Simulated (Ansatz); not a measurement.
**Si2W: a relaxation**

Aim: relax the cell and atoms of Si2W.

Program: Ansatz 0.2.0. Level of theory: DFT PBEsol, scalar-relativistic, plane waves, PAW. These are calculated values, not measurements.

### Step 1. The system as given

The structure is hexagonal, space group P6_222 (No. 180). The conventional cell has a = 4.617 Å, b = 4.617 Å, c = 6.653 Å, α = 90.00°, β = 90.00°, γ = 120.00°. Si (site symmetry 2) is surrounded by 5 Si at 2.57 to 2.69 Å and 5 W at 2.59 to 2.69 Å. W (site symmetry 222) is surrounded by 10 Si at 2.59 to 2.69 Å.

Structure file:

```cif
data_structure
_symmetry_space_group_name_H-M 'P6_222'
_symmetry_Int_Tables_number 180
_cell_length_a 4.6169
_cell_length_b 4.6169
_cell_length_c 6.6532
_cell_angle_alpha 90.000
_cell_angle_beta 90.000
_cell_angle_gamma 120.000
_cell_volume 122.82
loop_
_atom_site_label
_atom_site_type_symbol
_atom_site_symmetry_multiplicity
_atom_site_Wyckoff_symbol
_atom_site_fract_x
_atom_site_fract_y
_atom_site_fract_z
_atom_site_occupancy
Si1 Si 6 j 0.83637 0.67275 0.50000 1
W1 W 3 d 0.00000 0.50000 0.16667 1
```

Source of the structure: the Materials Project (structure only).

(A quick probe on a coarse mesh, which set the mesh and smearing, is not shown.)

### Step 3. Relaxing cell and atoms

Input file input.yaml:

```yaml
crystal:
  lattice:
    - [4.6168523821, 0.0, 0.0]
    - [-2.3084261911, 3.9983114484, 0.0]
    - [0.0, 0.0, 6.653222]
  atoms:
    - { symbol: Si, position: [0.836374, 0.672748, 0.5] }
    - { symbol: Si, position: [0.163626, 0.836374, 0.83333333] }
    - { symbol: Si, position: [0.672748, 0.836374, 0.16666667] }
    - { symbol: Si, position: [0.163626, 0.327252, 0.5] }
    - { symbol: Si, position: [0.836374, 0.163626, 0.83333333] }
    - { symbol: Si, position: [0.327252, 0.163626, 0.16666667] }
    - { symbol: W, position: [0.0, 0.5, 0.16666667] }
    - { symbol: W, position: [0.5, 0.5, 0.83333333] }
    - { symbol: W, position: [0.5, 0.0, 0.5] }
basis:
  ecutwfc: 420
kpoints:
  mp_grid: { grid: [12, 12, 6] }
hamiltonian:
  xc: pbesol
scf:
  occupations: { method: gaussian, width: 0.1 }
output:
  forces: true
  stress: true
  eigenvalues: true
relax:
  adjacent_minimum: "off"
  f_tol: 0.005
  max_steps: 80
  cell: { stress_tol: 0.05 }
```

Launch:

```sh
ansatz run input.yaml --threads 2 --pin off --max-ram 5120MiB --backend cpu --events-out ev --progress --plain --runs-dir out
```

What does the calculation give? Wanted: relaxed cell; volume; formation energy; gap on the mesh.

As calculated:

| quantity | value |
| --- | --- |
| relaxed cell | a = 4.576 Å, b = 4.576 Å, c = 6.603 Å, α = 90.00°, β = 90.00°, γ = 120.00° |
| space group (0.01 Å) | P6_222 (No. 180) |
| volume | 13.31 Å³/atom |
| formation energy (elements from runs with the same settings, not shown) | -0.38 eV/atom |
| gap on the mesh | none (metal) |

What this shows: The cell shrank by 2.5 % in volume on relaxing. Spin-orbit coupling is left out, which matters for the bands of W.
